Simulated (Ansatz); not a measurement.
# KP3Ru: the cost of one run

Method: DFT PBE, scalar-relativistic, plane waves, PAW, in Ansatz 0.2.0.

1 further run of the same task is left out (it didn't finish).

## 1. The system as given

It takes space group Pm-3m (No. 221, cubic). The conventional cell has a = 4.616 Å, b = 4.616 Å, c = 4.616 Å, α = 90.00°, β = 90.00°, γ = 90.00°. Around K (site symmetry m-3m) lie 6 P at 2.31 Å. Around P (site symmetry 4/mmm) lie 2 K at 2.31 Å and 4 Ru at 3.26 Å. Ru (site symmetry m-3m) has 12 P at 3.26 Å as nearest neighbours.

Structure file:

```cif
data_structure
_symmetry_space_group_name_H-M 'P 1'
_symmetry_Int_Tables_number 1
_cell_length_a 4.6157
_cell_length_b 4.6157
_cell_length_c 4.6157
_cell_angle_alpha 90.000
_cell_angle_beta 90.000
_cell_angle_gamma 90.000
_cell_volume 98.33
loop_
_atom_site_label
_atom_site_type_symbol
_atom_site_fract_x
_atom_site_fract_y
_atom_site_fract_z
_atom_site_occupancy
K1 K 0.50000 0.50000 0.50000 1
P1 P 0.00000 0.50000 0.50000 1
P2 P 0.50000 0.50000 0.00000 1
P3 P 0.50000 0.00000 0.50000 1
Ru1 Ru 0.00000 0.00000 0.00000 1
```

A structure generator made this guess: species swapped into a database cell of EuRh3C (Pm-3m, No. 221), with Ru on the Eu sites, P on the Rh sites and K on the C sites. Its size is a rough estimate.

## 2. The guess as it stands, on a coarse mesh

Contents of input.yaml:

```yaml
crystal:
  lattice:
    - [4.61566386, 0.0, 0.0]
    - [0.0, 4.61566386, 0.0]
    - [0.0, 0.0, 4.61566386]
  atoms:
    - { symbol: K, position: [0.5, 0.5, 0.5] }
    - { symbol: P, position: [0.0, 0.5, 0.5] }
    - { symbol: P, position: [0.5, 0.5, 0.0] }
    - { symbol: P, position: [0.5, 0.0, 0.5] }
    - { symbol: Ru, position: [0.0, 0.0, 0.0] }
basis:
  ecutwfc: 420
kpoints:
  mp_grid: { grid: [4, 4, 4] }
hamiltonian:
  xc: pbe
scf:
  occupations: { method: gaussian, width: 0.1 }
  lower_state_search: "off"
output:
  forces: true
  stress: true
  eigenvalues: true
```

Run with:

```console
$ ansatz run input.yaml --threads 1 --pin off --max-ram 2048MiB --backend cpu --events-out ev --progress --plain --runs-dir out
```

**Question.** How long does this run take on 1 thread of Intel Xeon Platinum 8259CL at 2.50GHz (Skylake/Cascade Lake), shared host, and how much memory does it need?

About 2.2 s, with a peak of 0.39 GiB.
